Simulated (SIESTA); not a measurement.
**AlSn under changes of volume**

One of the cells (25.236 Å³/atom); the others are scaled copies at fixed shape and fractional positions:

```xyz
2
Lattice="4.1981 0.0000 0.0000 -2.0991 3.6357 0.0000 0.0000 0.0000 3.3068" Properties=species:S:1:pos:R:3 pbc="T T T"
Sn    0.0000    2.4238    1.6534
Al    0.0000    0.0000    0.0000
```

The cell comes from a database or a generator and needn't be the stable form of this composition.

| Property | Result |
| --- | --- |
| Program | SIESTA 5.4.2 |
| Functional | PBEsol |
| Potentials or basis | PseudoDojo 0.4 standard (PBEsol files) |
| Basis | DZP (energy shift 0.003 Ry; two zetas on semicore shells) |
| Grid cutoff | 500 Ry |
| Energy shift | 0.003 Ry |
| k mesh | 7 × 7 × 8 |
| Occupations | fermi-dirac, width 0.05 eV |
| Spin | no spin polarisation |

| volume (Å³/atom) | energy over the lowest point (meV/atom) | pressure (GPa) |
| --- | --- | --- |
| 23.722 | 4.25 | 1.9 |
| 24.227 | 0.29 | 0.6 |
| 24.731 | 0.00 | -0.5 |
| 25.236 | 3.22 | -1.5 |
| 25.741 | 9.51 | -2.5 |
| 26.245 | ? | ? |
| 26.750 | 29.83 | -3.9 |

Problem. What does the run at 26.245 Å³/atom give?

Solution. Energy over the lowest point 18.50 meV/atom; pressure -3.2 GPa.

Worked out: A Birch-Murnaghan fit of order 3 (a polynomial in V^(-2/3)) to the other rows has its minimum at 24.51 Å³/atom with B0 = V·E''(V) = 55 GPa and B' = 4.5 at fixed shape and positions, which overstates the stiffness. It gives 18.43 meV/atom at 26.245 Å³/atom, against the run's 18.50, and -dE/dV = -3.2 GPa, against -3.2.

Energies are extrapolated to zero smearing.

Caveats: the basis of atomic orbitals isn't converged, which shifts pressures, moduli and gaps.
